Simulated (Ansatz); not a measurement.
# CH4BNO: the cost of one run

Program: Ansatz 0.2.0. Level of theory: RHF/def2-SVP. These are calculated values, not measurements.

## Step 1: The system as given

Bond lengths: B1–C2 1.598 Å, C2–N3 1.365 Å, C2–O4 1.222 Å, B1–H5 1.163 Å, B1–H6 1.167 Å, N3–H7 1.003 Å, N3–H8 1.009 Å. Angles: B1–C2–N3 115.8°, B1–C2–O4 124.9°, N3–C2–O4 119.3°, C2–B1–H5 118.7°, C2–B1–H6 119.9°, H5–B1–H6 121.4°, C2–N3–H7 122.4°, C2–N3–H8 118.9°, H7–N3–H8 118.7°.

As a file:

```xyz
8

B    -1.0577    0.7553   -0.1194
C     0.2700   -0.0404   -0.5141
N     0.8739   -0.7274    0.4990
O     0.7615   -0.0697   -1.6325
H    -1.6148    1.3574   -0.9445
H    -1.4505    0.7214    0.9787
H     0.5044   -0.7451    1.4318
H     1.7132   -1.2515    0.3010
```

## Step 2: End point A

File input.yaml:

```yaml
crystal:
  periodic: [false, false, false]
  atoms:
    - { symbol: B, position_ang: [-1.05775, 0.75534, -0.11944] }
    - { symbol: C, position_ang: [0.27004, -0.04045, -0.51406] }
    - { symbol: "N", position_ang: [0.87391, -0.72743, 0.49898] }
    - { symbol: O, position_ang: [0.76148, -0.06972, -1.63248] }
    - { symbol: H, position_ang: [-1.61479, 1.35744, -0.94452] }
    - { symbol: H, position_ang: [-1.4505, 0.72138, 0.97874] }
    - { symbol: H, position_ang: [0.50444, -0.7451, 1.43182] }
    - { symbol: H, position_ang: [1.71316, -1.25147, 0.30096] }
basis:
  gaussian: { orbitals: def2-SVP }
hamiltonian:
  xc: hf
relax:
  f_tol: 0.015
  max_steps: 40
```

Started as:

```sh
$ ansatz run input.yaml --threads 1 --pin off --max-ram 2048MiB --backend cpu --events-out ev --progress --plain --runs-dir out
```

**Question.** How long does this run take on 1 thread of Arm Neoverse V2, shared host, and how much memory does it need?

About 9 s, with a peak of 0.13 GiB.
